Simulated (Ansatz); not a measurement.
**SiGeH5 radical: how energies converge with the basis set**

The task here is to estimate one member of a computed series from the others.

The runs use Ansatz 0.2.0, Gaussian basis; one geometry, several basis sets.

Plan: PBE0-D4/def2-SVP; ωB97M-V/def2-SVP; PBE0-D4/def2-QZVPP; ωB97M-V/def2-QZVPP; the functionals' def2-TZVPP values are taken from earlier runs.

### The relaxed structure

The geometry comes from an earlier relaxation with PBE0-D4 in a triple-zeta def2 set; it is a stationary point, not always the lowest conformer.

SMILES `[SiH2][GeH3]`, 7 atoms, charge 0, spin multiplicity 2.

Atoms are counted from 1 here; the program's logs count them from 0.

Bond lengths: Si1–Ge2 2.371 Å, Si1–H3 1.489 Å, Si1–H4 1.489 Å, Ge2–H5 1.537 Å, Ge2–H6 1.541 Å, Ge2–H7 1.537 Å. Angles: Ge2–Si1–H3 113.4°, Ge2–Si1–H4 113.3°, H3–Si1–H4 109.6°, Si1–Ge2–H5 109.6°, Si1–Ge2–H6 112.0°, Si1–Ge2–H7 109.7°, H5–Ge2–H6 108.4°, H5–Ge2–H7 108.7°, H6–Ge2–H7 108.4°.

Coordinates:

| atom | x (Å) | y (Å) | z (Å) |
| --- | --- | --- | --- |
| Si1 | -0.09467 | -1.42364 | -0.16342 |
| Ge2 | 0.28873 | 0.91473 | -0.09768 |
| H3 | 0.17323 | -2.10339 | 1.13390 |
| H4 | -1.45637 | -1.78471 | -0.64537 |
| H5 | 0.03708 | 1.51709 | -1.48900 |
| H6 | -0.63384 | 1.62293 | 0.91319 |
| H7 | 1.74693 | 1.18910 | 0.30269 |

Set-up of the first run:

in.yaml

```yaml
crystal:
  periodic: [false, false, false]
  atoms:
    - {symbol: Si, position_ang: [-0.094668, -1.423641, -0.163423]}
    - {symbol: Ge, position_ang: [0.288734, 0.914732, -0.097681]}
    - {symbol: H, position_ang: [0.173227, -2.103391, 1.133895]}
    - {symbol: H, position_ang: [-1.456366, -1.784714, -0.645368]}
    - {symbol: H, position_ang: [0.037085, 1.517085, -1.489004]}
    - {symbol: H, position_ang: [-0.633841, 1.622932, 0.913192]}
    - {symbol: H, position_ang: [1.746931, 1.189097, 0.302690]}
basis:
  gaussian: {orbitals: def2-SVP}
magnetization: {spin_polarized: true, initial_magnetization: 1}
hamiltonian: {xc: pbe0, dispersion: d4}
output: {orbitals: {seedname: orbitals}}
```

Among the steps run: PBE0-D4 in def2-SVP; ωB97M-V in def2-SVP; PBE0-D4 in def2-QZVPP; ωB97M-V in def2-QZVPP.

One of the session's tables, all rows but one given; the rest of the session is left out.

It belongs to the step «Density functionals: the series». 

| functional | basis | HOMO (eV) | LUMO (eV) |
| --- | --- | --- | --- |
| PBE0-D4 | def2-SVP | -6.25 | -2.65 |
| PBE0-D4 | def2-TZVPP | -6.27 | -2.68 |
| PBE0-D4 | def2-QZVPP | -6.27 | -2.69 |
| ωB97M-V | def2-SVP | ? | ? |
| ωB97M-V | def2-TZVPP | -7.97 | -1.07 |
| ωB97M-V | def2-QZVPP | -7.98 | -1.13 |

Estimate the missing values for ωB97M-V, def2-SVP.

As computed: HOMO (eV): -7.93; LUMO (eV): -0.96. In the column «HOMO (eV)» it lies between ωB97M-V, def2-TZVPP (-7.97) and PBE0-D4, def2-TZVPP (-6.27).
